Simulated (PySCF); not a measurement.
# CH9ClSi3: the cost of one run

Programs: PySCF 2.14.0, with density-fitted response routines of our own. Each step states its level of theory. These are calculated values for one molecule in the gas phase, unless marked as measured. Atoms are numbered from 0 throughout.

## 1. The molecule as given

14 atoms, charge 0, multiplicity 1; geometry from: GFN2-xTB. The atoms were then displaced at random by about 0.01 Å, so the start is not that level's minimum.

Bonds of the start (Å): C0–Si1 1.90, Si1–Si2 2.32, Si2–Si3 2.37, Si2–Cl4 2.06, C0–H5 1.09, C0–H6 1.10, C0–H7 1.06, Si1–H8 1.48, Si1–H9 1.48, Si2–H10 1.46, Si3–H11 1.48, Si3–H12 1.45, Si3–H13 1.43.

## 2. Geometry optimisation at PBE0-D3(BJ)/def2-SVP

Job settings and geometry (Å):

```
{"job": {"xc": "PBE0", "basis": "def2-SVP", "d3": "d3bj", "grid": 1, "shake": 0.01, "kind": "geom"}, "charge": 0, "multiplicity": 1}
C     -2.122350    -0.818560     0.010880
Si    -1.268500     0.435410     1.151210
Si     0.715710     1.069260     0.126110
Si     2.479360    -0.501640    -0.021540
Cl     1.459290     2.700490     1.142440
H     -3.053220    -1.171580     0.461580
H     -2.412250    -0.334620    -0.936350
H     -1.490930    -1.638180    -0.225250
H     -2.206100     1.537160     1.464370
H     -1.031590    -0.239190     2.449840
H      0.459010     1.629650    -1.195030
H      1.936770    -1.828540     0.350510
H      2.965140    -0.627270    -1.381060
H      3.562480    -0.227470     0.874570
```

On the command line:

```console
$ OMP_NUM_THREADS=1 python probes_run.py task.json out
```

One launch serves the whole session: the jobs run in the order shown.

**Question.** How long does this first job take on 1 thread of Arm Neoverse V1, shared host, and how much memory does it need?

About 2.2 min, with a peak of 0.51 GiB.
